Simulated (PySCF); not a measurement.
# NiI₃⁺: quintet, from a trigonal planar start

Where does quintet NiI₃⁺ go from a trigonal planar start, is the end point a minimum, and what are its modes, charges and moments?

Computed with PySCF 2.14.0. Level: PBE0, basis Ni def2-SVP, I def2-SVP with ECP28, scalar-relativistic core potentials, no spin–orbit coupling, density fitting.

## Step 1: Where the work starts

4 atoms, charge 1, spin multiplicity 5.

Bond lengths: Ni1–I2 2.381 Å, Ni1–I3 2.381 Å, Ni1–I4 2.381 Å. Angles: I2–Ni1–I3 120.0°, I2–Ni1–I4 120.0°, I3–Ni1–I4 120.0°.

```xyz
4
charge 1 multiplicity 5
Ni    0.0000    0.0000    0.0000
I     2.3814    0.0000    0.0000
I    -1.1907    2.0624    0.0000
I    -1.1907   -2.0624    0.0000
```

## Step 2: First SCF at the start

One driver script runs all steps and calls PySCF; scf.py shows how it sets up the SCF of each step. The optimiser is the driver's own. After this first run the driver tries any further starts and a stability analysis.

File scf.py:

```python
from pyscf import gto, scf, dft
mol = gto.M(atom='''
Ni     0.000000     0.000000     0.000000
I      2.381400     0.000000     0.000000
I     -1.190700     2.062400     0.000000
I     -1.190700    -2.062400     0.000000''',
    basis={'Ni': 'def2-SVP', 'I': 'def2-SVP'},
    ecp={'I': 'def2-SVP'},
    charge=1, spin=4)
mf = dft.UKS(mol, xc='PBE0')
mf.grids.atom_grid = (50, 194)
aux = {'Ni': 'def2-universal-JKFIT', 'I': 'def2-universal-JKFIT'}
mf = mf.density_fit(auxbasis=aux)
mf.conv_tol = 1e-08
mf.diis_space = 10
mf.max_cycle = 60
mf.init_guess = 'huckel'
mf.verbose = 4
mf.kernel()
```

Started as:

```sh
OMP_NUM_THREADS=4 python axn.py task.json out
```

After this run come: Relaxing the quintet from the trigonal planar start; Frequencies.

Q: Predict the outcome of this session. Wanted: minimum; geometry; wavenumbers; dipole moment; highest occupied, lowest empty level; polar-tensor charge of Ni1; zero-point energy; ⟨S²⟩.

As calculated:

| quantity | value |
| --- | --- |
| minimum | quintet, D3h |
| geometry | Ni–I 2.447 Å (×3); I–Ni–I 120.0° (×3) |
| wavenumbers (cm⁻¹) | 32 (e'), 73 (a2''), 145 (a1'), 259 (e') |
| dipole moment (centre of mass) | 0.00 D |
| highest occupied, lowest empty level (either spin) | -12.42, -10.57 eV |
| polar-tensor charge of Ni1 | -0.23 e |
| zero-point energy | 4.8 kJ/mol |
| entropy at 298.15 K | 412.5 J/(mol K) |
| ⟨S²⟩ | 6.013 |

What this shows: The trigonal planar start keeps its D3h symmetry and ends in a minimum. In the infrared the band at 259 cm⁻¹ (e') leads. The first SCF alone would have been 41 kJ/mol too high. Other starts or spin states, not run here, may lie lower. Open d and f shells are described by one determinant, and the ground state may have another occupation or spin. Spin–orbit coupling, left out here, can matter for elements this heavy.
